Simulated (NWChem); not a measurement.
# SnPN2H7 (SMILES N[P](N)[SnH3]): levels of theory compared

Wanted: a comparison of 4 runs (HF/3-21G, HF/def2-SVP, B3LYP/def2-SVP, PBE0/def2-SVP) of SnPN2H7. 

The calculation is run with NWChem 7.3.0.

## (1) The structure to begin with

The species is SnPN2H7 (11 atoms), meant as a singlet with charge 0. SMILES: `N[P](N)[SnH3]`. The coordinates come from a PBE0-D4/def2-TZVP relaxation. This is a higher conformer, about 33 kJ/mol above the lowest found by a separate search.

Bond lengths: N1–P2 1.705 Å, P2–N3 1.705 Å, P2–Sn4 2.504 Å, N1–H5 1.010 Å, N1–H6 1.009 Å, N3–H7 1.009 Å, N3–H8 1.010 Å, Sn4–H9 1.707 Å, Sn4–H10 1.707 Å, Sn4–H11 1.721 Å. Some angles: N1–P2–N3 110.9°, N1–P2–Sn4 96.9°, N3–P2–Sn4 96.9°, P2–N1–H5 121.5°, P2–N1–H6 115.8°, P2–N3–H7 115.8°, P2–N3–H8 121.4°, P2–Sn4–H9 111.2°, P2–Sn4–H10 111.1°, P2–Sn4–H11 108.5°.

## (2) Energy and gradient at HF/3-21G (run 1)

The input, nw.nw:

```
start nw
title "H7N2PSn gradient"
memory total 2200 mb

geometry noautosym nocenter noautoz
 N     -1.189100     1.124000     0.708600
 P     -0.824800    -0.530500     0.519100
 N      0.564000    -0.955000     1.412100
 Sn     0.297700    -0.339500    -1.711200
 H     -0.476000     1.833800     0.623000
 H     -1.851700     1.346600     1.435900
 H      0.395800    -1.317200     2.338400
 H      1.403500    -0.394900     1.377100
 H     -0.788000     0.224800    -2.901600
 H      0.946000    -1.840000    -2.203400
 H      1.588200     0.791000    -1.577400
end

basis spherical bse
 * library 3-21G
end

scf
 thresh 1e-08
 maxiter 80
 print medium
end

task scf gradient
```

Command:

```bash
nwchem nw.nw > nw.out
```

The log of the run:

```text
[...]
  functions       =    76
[...]
  wavefunction    = RHF
[...]
         Total SCF energy =  -6447.604514819798
      One-electron energy =  -9838.364944596888
      Two-electron energy =   2918.209584748672
 Nuclear repulsion energy =    472.550845028418
        Time for solution =     13.9s
[...]
                         RHF ENERGY GRADIENTS
    atom               coordinates                        gradient
                 x          y          z           x          y          z
   1 N      -2.247073   2.124052   1.339060   -0.000566  -0.031252  -0.020298
   2 P      -1.558646  -1.002500   0.980957    0.024434   0.027254   0.019696
   3 N       1.065805  -1.804688   2.668482   -0.022631  -0.005178  -0.029082
   4 Sn      0.562571  -0.641562  -3.233699   -0.001358   0.001790   0.008675
   5 H      -0.899510   3.465380   1.177299    0.005669   0.001275   0.001832
   6 H      -3.499206   2.544705   2.713458   -0.000123  -0.002381   0.006968
   7 H       0.747954  -2.489147   4.418935   -0.004393   0.002754   0.005218
   8 H       2.652230  -0.746253   2.602342    0.001813   0.005822   0.000277
   9 H      -1.489104   0.424810  -5.483229    0.005830  -0.002774   0.006199
  10 H       1.787681  -3.477096  -4.163822   -0.003227   0.007946   0.002598
  11 H       3.001263   1.494773  -2.980854   -0.005448  -0.005255  -0.002083
[...]
```

Run time: 21 s. Hardware: 1 thread of AMD EPYC 7R43 (Zen 3), shared host; peak memory 0.098 GiB.

## (3) Energy and forces at HF/def2-SVP (core potential) (run 2)

The input, work.nw:

```
start work
memory stack 880 mb heap 220 mb global 1100 mb

geometry units angstrom noautosym nocenter noautoz
  N       -1.189100       1.124000       0.708600
  P       -0.824800      -0.530500       0.519100
  N        0.564000      -0.955000       1.412100
  Sn       0.297700      -0.339500      -1.711200
  H       -0.476000       1.833800       0.623000
  H       -1.851700       1.346600       1.435900
  H        0.395800      -1.317200       2.338400
  H        1.403500      -0.394900       1.377100
  H       -0.788000       0.224800      -2.901600
  H        0.946000      -1.840000      -2.203400
  H        1.588200       0.791000      -1.577400
end

basis "ao basis" spherical bse
  N library def2-SVP
  P library def2-SVP
  Sn library def2-SVP
  H library def2-SVP
end

ecp bse
  Sn library def2-SVP
end

scf
  singlet
  rhf
  thresh 1e-08
  maxiter 80
  noprint "final vectors analysis"
end

task scf gradient
```

Command:

```bash
nwchem work.nw > work.out
```

The log of the run:

```text
[...]
  functions       =   107
[...]
  wavefunction    = RHF
[...]
         Total SCF energy =   -666.851116779008
      One-electron energy =  -1552.348313353301
      Two-electron energy =    608.744190410475
 Nuclear repulsion energy =    276.753006163818
        Time for solution =     39.1s
[...]
                         RHF ENERGY GRADIENTS
    atom               coordinates                        gradient
                 x          y          z           x          y          z
   1 N      -2.247073   2.124052   1.339060   -0.000301  -0.008177  -0.006585
   2 P      -1.558646  -1.002500   0.980957    0.003946   0.004372   0.003113
   3 N       1.065805  -1.804688   2.668482   -0.005563  -0.002031  -0.008623
   4 Sn      0.562571  -0.641562  -3.233699   -0.001183   0.000708   0.005055
   5 H      -0.899510   3.465380   1.177299    0.004827   0.003806  -0.001618
   6 H      -3.499206   2.544705   2.713458   -0.004146  -0.000300   0.004349
   7 H       0.747954  -2.489147   4.418935   -0.002536  -0.002152   0.004967
   8 H       2.652230  -0.746253   2.602342    0.005067   0.003524  -0.001537
   9 H      -1.489104   0.424810  -5.483229    0.000662  -0.000292   0.000799
  10 H       1.787681  -3.477096  -4.163822   -0.000415   0.000921   0.000413
  11 H       3.001263   1.494773  -2.980854   -0.000358  -0.000380  -0.000332
[...]
```

It took 49 s on 1 thread of AMD EPYC 7R43 (Zen 3), shared host; peak memory 0.1 GiB.

Run 3 isn't shown in full; the table further down has it.

## (4) Energy and forces at PBE0/def2-SVP (core potential) (run 4)

The input, mymol.nw:

```
start mymol
title "H7N2PSn"
memory 2200 mb

geometry noautosym nocenter noautoz
 N       -1.189100       1.124000       0.708600
 P       -0.824800      -0.530500       0.519100
 N        0.564000      -0.955000       1.412100
 Sn       0.297700      -0.339500      -1.711200
 H       -0.476000       1.833800       0.623000
 H       -1.851700       1.346600       1.435900
 H        0.395800      -1.317200       2.338400
 H        1.403500      -0.394900       1.377100
 H       -0.788000       0.224800      -2.901600
 H        0.946000      -1.840000      -2.203400
 H        1.588200       0.791000      -1.577400
end

basis spherical bse
 N library def2-SVP
 P library def2-SVP
 Sn library def2-SVP
 H library def2-SVP
end

ecp bse
 Sn library def2-SVP
end

dft
 xc pbe0
 mult 1
 grid fine
 convergence energy 1e-08
 maxiter 100
 mulliken
 print medium
end

task dft gradient
```

Command:

```bash
nwchem mymol.nw > mymol.out
```

The log of the run, shortened:

```text
[...]
          Wavefunction type:  closed shell.
          No. of atoms     :    11
          No. of electrons :    58
[...]
          Charge           :     0
          Spin multiplicity:     1
[...]
          AO basis - number of functions:   107
[...]
              XC Information
              --------------
                         PBE0 Method XC Functional
                     Hartree-Fock (Exact) Exchange  0.250
          PerdewBurkeErnzerhof Exchange Functional  0.750
            Perdew 1991 LDA Correlation Functional  1.000 local
           PerdewBurkeErnz. Correlation Functional  1.000 non-local
[...]
 d= 0,ls=0.0,diis     1   -668.8591921641 -9.46D+02  8.77D-03  3.84D-01     5.5
[...]
 d= 0,ls=0.0,diis     8   -668.9072242324 -1.67D-09  2.27D-06  4.72D-08    29.3
         Total DFT energy =     -668.907224232443
      One electron energy =    -1553.087208821212
           Coulomb energy =      664.958803972492
    Exchange-Corr. energy =      -57.531825547541
 Nuclear repulsion energy =      276.753006163818
[...]
      Total Density - Mulliken Population Analysis
     ---------------------------------------------
[...]
  wavefunction    = closed shell
                         DFT ENERGY GRADIENTS
    atom               coordinates                        gradient
                 x          y          z           x          y          z
   1 N      -2.247073   2.124052   1.339060    0.001232  -0.001185   0.002646
   2 P      -1.558646  -1.002500   0.980957    0.005832   0.006098   0.003520
   3 N       1.065805  -1.804688   2.668482   -0.001662   0.002182   0.001564
   4 Sn      0.562571  -0.641562  -3.233699    0.000343   0.000356   0.000215
   5 H      -0.899510   3.465380   1.177299   -0.003938  -0.004683   0.000074
   6 H      -3.499206   2.544705   2.713458    0.004149  -0.001985  -0.004049
   7 H       0.747954  -2.489147   4.418935    0.000367   0.002539  -0.005605
   8 H       2.652230  -0.746253   2.602342   -0.005231  -0.003150  -0.000455
   9 H      -1.489104   0.424810  -5.483229    0.001155  -0.000661   0.001479
  10 H       1.787681  -3.477096  -4.163822   -0.000851   0.001668   0.000712
  11 H       3.001263   1.494773  -2.980854   -0.001396  -0.001178  -0.000102
[...]
```

Wall time 40 s (1 thread of AMD EPYC 7R43 (Zen 3), shared host); peak memory 0.13 GiB.

## (5) Overview of the runs

```tsv
run	level	core potential	iteration cap	energy (Eh)	dipole moment (D)	HOMO energy (eV)	LUMO energy (eV)	wall time
1	HF/3-21G	–	80	-6447.604515	2.90	-8.80	3.22	21 s
2	HF/def2-SVP (core potential)	def2-SVP	80	-666.851117	2.75	–	–	49 s
3	B3LYP/def2-SVP (core potential)	def2-SVP	100	-669.249962	2.85	-6.16	0.06	40 s
4	PBE0/def2-SVP (core potential)	def2-SVP	100	-668.907224	2.88	-6.39	0.26	40 s
```

## (6) Results

| quantity | value |
| --- | --- |
| run 4: total energy | -668.90722 Eh |
| run 4: dipole moment | 2.88 D |
| run 4: HOMO energy | -6.39 eV |
| run 4: LUMO energy | 0.26 eV |
| run 4: HOMO–LUMO gap | 6.65 eV |
| run 4: largest force on an atom | 0.470 eV/Å |

In words: The dipole moment (its size) runs from 2.75 D (HF/def2-SVP) to 2.90 D (HF/3-21G). The two ends differ in basis and core potential. Over runs 1, 3, 4 the HOMO–LUMO gap runs from 6.22 eV (B3LYP/def2-SVP) to 12.02 eV (HF/3-21G). The two ends differ in method and basis and core potential. Totals of different functionals can't be ranked against each other. Some runs of one species differ in core potentials or relativity; totals across that change don't compare. In run 1 relativity is left out where basis or elements ask for it. All runs together took 2.5 min, the longest 49 s.
